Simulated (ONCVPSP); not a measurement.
# An ONCV potential for Ca, from input to tests

Task: generate the file, and judge it by its errors in other configurations, its logarithmic derivatives, its ghosts and its cutoff.

The numbers are computed with ONCVPSP 4.0.1 (PBE, scalar-relativistic, spin-unpolarised reference atom).

**1. The design**

The settings as typed:

```json
{
  "element": "calcium (Ca, Z = 20)",
  "type": "optimised norm-conserving Vanderbilt (ONCV)",
  "frozen core": "[Ar]",
  "valence charge": "2",
  "reference configuration": "4s1.5 (charge +0.5)",
  "partial waves": "4s: rc 3.50 bohr, ncon 3, nbas 6, qcut 2 1/bohr, 2 projectors, debl 3.2 Ha; p scattering state at 0.19 Ha: rc 3.25 bohr, ncon 3, nbas 7, qcut 2.2 1/bohr, 2 projectors, debl 2.2 Ha; d scattering state at 0.06 Ha: rc 2.90 bohr, ncon 4, nbas 8, qcut 3.5 1/bohr, 2 projectors, debl 2.2 Ha",
  "local potential": "polynomial inside 2.05 bohr (lpopt 5, dvloc0 2 Ha)",
  "core correction": "Teter function fitted to the true core (icmod 2), fcfact 0.7"
}
```

The nodes and maxima of the atom's own shells, from an earlier all-electron run, set the scale for the radii.

All-electron outer shells of the reference configuration (PBE, scalar-relativistic, ld1.x):

```csv
shell,level (eV),outermost node (bohr),outermost maximum (bohr)
4s,-6.28,1.42,3.29
3d,-4.97,–,1.26
4p,-3.58,1.61,4.07
```

**2. Generating the potential**

Ca.dat

```
# ATOM AND REFERENCE CONFIGURATION
# atsym  z   nc   nv     iexc    psfile
  Ca 20.00    5    1        4      upf
#
#   n    l    f
    1    0    2.00
    2    0    2.00
    2    1    6.00
    3    0    2.00
    3    1    6.00
    4    0    1.50
#
# PSEUDOPOTENTIAL AND OPTIMIZATION
# lmax
    2
#
#   l,   rc,      ep,       ncon, nbas, qcut
    0    3.50    0.00    3    6    2.00
    1    3.25    0.19    3    7    2.20
    2    2.90    0.06    4    8    3.50
#
# LOCAL POTENTIAL
# lloc, lpopt,  rc(5),   dvloc0
    4    5    2.05    2.00
#
# VANDERBILT-KLEINMAN-BYLANDER PROJECTORs
# l, nproj, debl
    0    2    3.20
    1    2    2.20
    2    2    2.20
#
# MODEL CORE CHARGE
# icmod, fcfact, rcfact
    2    0.70    0.60
#
# LOG DERIVATIVE ANALYSIS
# epsh1, epsh2, depsh
   -2.00    5.00    0.02
#
# OUTPUT GRID
# rlmax, drl
    6.00    0.01
#
# TEST CONFIGURATIONS
# ncnf
    4
# nvcnf
#   n    l    f
    1
    4    0    2.00
#
    1
    4    0    1.00
#
    2
    4    0    1.00
    4    1    1.00
#
    2
    4    0    0.00
    4    1    2.00
#
```

Launch:

```console
$ oncvpsp.x < Ca.dat > Ca.out
```

What does the calculation give? Wanted: cutoffs for 1 and 0.1 mHa per electron, occupied waves; bound ghosts; GHOST(+) flags; largest test error; largest phase difference near zero energy, channels read; rms error of d²Exc/dn², without and with the model core; projector energies reset by the program.

**Answer**, as computed:

| quantity | value |
| --- | --- |
| cutoffs for 1 and 0.1 mHa per electron, occupied waves | 1.6 Ha and 3.4 Ha |
| bound ghosts | none found |
| GHOST(+) flags | s at 80 eV |
| largest test error (AE − PS) | +9.4 meV, for 4s1 4p1 |
| largest phase difference near zero energy, channels read | 0.141 rad |
| rms error of d²Exc/dn², without and with the model core | 5.55 and 2.16 mHa |
| projector energies reset by the program | p: 0.050, 2.250 Ha; d: -0.183, 2.017 Ha |

What this shows: By total energies transferability is good: the largest error is 9.4 meV on 0.1 eV, for 4s1 4p1. It counts as soft on the atom at that tolerance, with 1.6 Ha needed at the looser tolerance. That counts occupied waves only; other projectors can need more. The program's ghost test flags no bound state. Near zero energy the largest phase difference among the channels read is 0.14 rad, in the d channel. The program also flags highly localised states, GHOST(+) (s). All of this concerns the isolated atom, not yet a solid.
